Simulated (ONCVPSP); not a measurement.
# An ONCV potential for Mg, from input to tests

Do these settings give a usable potential? It is generated, then checked for transferability, scattering, ghosts and hardness.

The numbers are computed with ONCVPSP 4.0.1 (PW91, scalar-relativistic, spin-unpolarised reference atom).

### 1 Settings

The settings as typed:

| Item | Value |
| --- | --- |
| element | magnesium (Mg, Z = 12) |
| type | optimised norm-conserving Vanderbilt (ONCV) |
| frozen core | [He] |
| valence charge | 10 |
| reference configuration | 2s2 2p6 3s1 (charge +1) |
| partial waves | 2s+3s: rc 1.45 bohr, ncon 5, nbas 10, qcut 10.6 1/bohr, 3 projectors, debl 3.2 Ha; 2p: rc 1.20 bohr, ncon 3, nbas 7, qcut 13.2 1/bohr, local; d scattering state at 0.37 Ha: rc 1.50 bohr, ncon 3, nbas 6, qcut 6.3 1/bohr, 3 projectors, debl 2.2 Ha |
| local potential | the p channel |
| core correction | Teter function, fcfact 3.25, rcfact 1.1 |

The nodes and maxima of the atom's own shells, from an earlier all-electron run, set the scale for the radii.

All-electron outer shells of the reference configuration (PW91, scalar-relativistic, ld1.x):

| shell | level (eV) | outermost node (bohr) | outermost maximum (bohr) |
| --- | --- | --- | --- |
| 1s | -1269.55 | – | 0.09 |
| 2s | -88.99 | 0.18 | 0.54 |
| 2p | -55.83 | – | 0.48 |
| 3s | -11.40 | 0.89 | 2.38 |
| 3p | -7.09 | 0.94 | 2.90 |

### 2 Generating the potential

Mg.dat

```
# ATOM AND REFERENCE CONFIGURATION
# atsym  z   nc   nv     iexc    psfile
  Mg 12.00    1    3  -109134      upf
#
#   n    l    f
    1    0    2.00
    2    0    2.00
    2    1    6.00
    3    0    1.00
#
# PSEUDOPOTENTIAL AND OPTIMIZATION
# lmax
    2
#
#   l,   rc,      ep,       ncon, nbas, qcut
    0    1.45    0.00    5   10   10.60
    1    1.20    0.00    3    7   13.20
    2    1.50    0.37    3    6    6.30
#
# LOCAL POTENTIAL
# lloc, lpopt,  rc(5),   dvloc0
    1    5    1.20    0.00
#
# VANDERBILT-KLEINMAN-BYLANDER PROJECTORs
# l, nproj, debl
    0    3    3.20
    1    0    0.60
    2    3    2.20
#
# MODEL CORE CHARGE
# icmod, fcfact, rcfact
    3    3.25    1.10
#
# LOG DERIVATIVE ANALYSIS
# epsh1, epsh2, depsh
   -5.00    5.00    0.04
#
# OUTPUT GRID
# rlmax, drl
    6.00    0.01
#
# TEST CONFIGURATIONS
# ncnf
    4
# nvcnf
#   n    l    f
    3
    2    0    2.00
    2    1    6.00
    3    0    2.00
#
    3
    2    0    2.00
    2    1    6.00
    3    0    0.00
#
    3
    2    0    2.00
    2    1    6.00
    3    0    1.50
#
    4
    2    0    2.00
    2    1    6.00
    3    0    1.00
    3    1    1.00
#
```

On the command line:

```sh
$ oncvpsp.x < Mg.dat > Mg.out
```

Before running it: what results should come out? Wanted: cutoffs for 1 and 0.1 mHa per electron, occupied waves; bound ghosts; GHOST(+) flags; largest test error; largest phase difference near zero energy, channels read; rms error of d²Exc/dn², without and with the model core.

As calculated:

| quantity | value |
| --- | --- |
| cutoffs for 1 and 0.1 mHa per electron, occupied waves | 60 Ha and 69 Ha |
| bound ghosts | none found |
| GHOST(+) flags | none at low energy |
| largest test error (AE − PS) | -96 meV, for 2s2 2p6 3s1 3p1 |
| largest phase difference near zero energy, channels read | 0.103 rad |
| rms error of d²Exc/dn², without and with the model core | 1.54 and 1.33 mHa |

What this shows: The worst unpolarised test, 2s2 2p6 3s1 3p1, is off by 96 meV on 4.5 eV; by total energies transferability rates as fair. The potential is hard: the looser tolerance needs 60 Ha. At the looser tolerance the 2p wave is the slowest; 2s needs 22 Ha. No bound ghost shows below the valence levels. Near zero energy the largest phase difference among the channels read is 0.10 rad, in the p channel.
